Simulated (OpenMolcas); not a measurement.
# Ag⁵⁺ among point charges: CASSCF and CASPT2 levels and susceptibility

Aim: the splitting of the states of Ag⁵⁺ in the field of 2 point charges, its lowest levels with spin-orbit coupling and its magnetic susceptibility.

Program: OpenMolcas 26.06. Level of theory: state-averaged CASSCF and CASPT2, spin-orbit coupling by RASSI with atomic mean-field integrals. These are calculated values, not measurements, unless marked.

### Step 1. Starting point

* Species: Ag⁵⁺ (silver, Z = 47, 42 electrons)
* Basis: ANO-RCC-VTZP [7s6p4d2f1g], 68 functions
* Scalar Hamiltonian: DKH2, point nucleus
* Inactive shells: 1s 2s 2p 3s 3p 3d 4s 4p
* Active space: 6 electrons in 5 orbitals (4d)
* Some configurations of this space: 4d6
* Orbitals: optimised for each spin and parity, averaged over all roots

The outer shells:

4d6
```
4d [↑↓][↑ ][↑ ][↑ ][↑ ]
```

The ion sits among 2 point charges of -2 e arranged as a linear pair (D∞h), 2.23 Å from the ion.

The work runs as a chain of OpenMolcas steps in one folder; each step below is one input file. Labels, J, g values, rates, χT and fits are worked out afterwards by a script from the matrices that RASSI stores. The input lists half of the charges; inversion (Group=XYZ) makes the rest.

### Step 2. GATEWAY and SEWARD: basis and integrals

a.inp

```
&GATEWAY
Coord
1

Ag 0.0 0.0 0.0
Basis=ANO-RCC-VTZP
Group=XYZ
NoMove
AngMom=0.0 0.0 0.0
AMFI
XField
1 Angstrom 0
0.000000 0.000000 2.230000 -2.000000
&SEWARD
```

Run with:

```sh
OMP_NUM_THREADS=1 MOLCAS_MEM=1689 MOLCAS_PROJECT=a pymolcas a.inp > a.log
```

### Step 3. CASSCF: quintets of even parity, 5 roots

a.inp

```
&RASSCF
FileOrb=start.orb
Symmetry=1
Spin=5
nActEl=6 0 0
Inactive=9 9
Ras2=5 0
CIRoot=5 5 1
SDav=5
CIMx=300
Iter=120 100
PrWF=0.3
OrbListing=Nothing
MaxOrb=0
>>> COPY $Project.JobIph JOB001
```

start.orb holds the contracted functions of the basis, ordered by shell, or the orbitals of the step before.

### Step 4. Reference wave functions, triplets of even parity, 45 roots

a.inp

```
&RASSCF
FileOrb=start.orb
Symmetry=1
Spin=3
nActEl=6 0 0
Inactive=9 9
Ras2=5 0
CIRoot=45 45 1
SDav=45
CIMx=300
Iter=120 100
PrWF=0.3
OrbListing=Nothing
MaxOrb=0
>>> COPY $Project.JobIph JOB002
```

### Step 5. Reference wave functions, singlets of even parity, 50 roots

a.inp

```
&RASSCF
FileOrb=start.orb
Symmetry=1
Spin=1
nActEl=6 0 0
Inactive=9 9
Ras2=5 0
CIRoot=50 50 1
SDav=50
CIMx=300
Iter=120 100
PrWF=0.3
OrbListing=Nothing
MaxOrb=0
>>> COPY $Project.JobIph JOB003
```

### Step 6. RASSI: spin-orbit coupling between the states

a.inp

```
&RASSI
NrOfJobIphs=3 5 45 50
1 2 3 4 5
1 2 3 4 5 6 7 8 9 10 11 12 13 14 15 16 17 18 19 20 21 22 23 24 25 26 27
28 29 30 31 32 33 34 35 36 37 38 39 40 41 42 43 44 45
1 2 3 4 5 6 7 8 9 10 11 12 13 14 15 16 17 18 19 20 21 22 23 24 25 26 27
28 29 30 31 32 33 34 35 36 37 38 39 40 41 42 43 44 45 46 47 48 49 50
IphNames
JOB001
JOB002
JOB003
EJob
SpinOrbit
DIPRint=1.0
SOCoupling=1000.0
Subsets=2
Property=9
'ANGMOM' 1 'ANGMOM' 2 'ANGMOM' 3 'MLTPL  1' 1 'MLTPL  1' 2 'MLTPL  1' 3
'AMFI' 1 'AMFI' 2 'AMFI' 3
SOProperty=3
'ANGMOM' 1 'ANGMOM' 2 'ANGMOM' 3
```

### Step 7. CASPT2: IPEA 0.25, imaginary shift 0.1 (closed shells correlated: 4s 4p)

a.inp

```
>>> COPY JOB001 $Project.JobIph
&CASPT2
Multistate=5 1 2 3 4 5
NoMult
Frozen=8 6
IPEA=0.25
Imaginary=0.1
MaxIter=60
WThr=0.0 0.3 0.05
PrWF=0.5
NoMix
>>> COPY JOB002 $Project.JobIph
&CASPT2
Multistate=45 1 2 3 4 5 6 7 8 9 10 11 12 13 14 15 16 17 18 19 20 21 22
23 24 25 26 27 28 29 30 31 32 33 34 35 36 37 38 39 40 41 42 43 44 45
NoMult
Frozen=8 6
IPEA=0.25
Imaginary=0.1
MaxIter=60
WThr=0.0 0.3 0.05
PrWF=0.5
NoMix
>>> COPY JOB003 $Project.JobIph
&CASPT2
Multistate=50 1 2 3 4 5 6 7 8 9 10 11 12 13 14 15 16 17 18 19 20 21 22
23 24 25 26 27 28 29 30 31 32 33 34 35 36 37 38 39 40 41 42 43 44 45 46
47 48 49 50
NoMult
Frozen=8 6
IPEA=0.25
Imaginary=0.1
MaxIter=60
WThr=0.0 0.3 0.05
PrWF=0.5
NoMix
```

(Steps that only read results are left out.)

Q: Predict the outcome of this session. Wanted: spin-free ground state; first state of the same spin within the active space; lowest level; next level.

The runs gave:

```
                                            quantity                                                                        value
                                              method  SS-CASPT2, IPEA 0.25, imaginary shift 0.1 (closed shells correlated: 4s 4p)
                              spin-free ground state                                           5Delta, 2-fold in its orbital part
first state of the same spin within the active space                                                             5Pi at 6420 cm⁻¹
                                        lowest level                                                2-fold, g = 0.00, 0.00, 11.96
                                          next level                                                                  1008.9 cm⁻¹
                                         χT at 300 K                                                               4.93 cm³ K/mol
                           effective moment at 300 K                                                                      6.28 μB
```

Cost by method:

```
                                              method  time of its own steps  time with the reference
                                           A. CASSCF                   16 s                     16 s
B. SS-CASPT2, IPEA 0.25, imaginary shift 0.1, +4s 4p                    9 s                     25 s
```

Times are of one thread on a shared host.

In words: The spin-free ground state (5Delta) comes to 100 % from free-ion D terms and keeps the highest spin of the shell. χT at 300 K is 4.93, against 3.01 cm³ K/mol for the spin alone, so orbital moment adds to it. An active space of the d shell alone favours high spin; real ions in strong fields can be low spin. CASPT2 does not keep the components of a term degenerate, and the means are used. The field of point charges can differ much from that of real complexes. With metal d orbitals alone active, the gaps between spin states are rough; where two lie within a few thousand cm-1, their order is open. Point charges carry no covalency, so the field is a model and not that of real ligands.
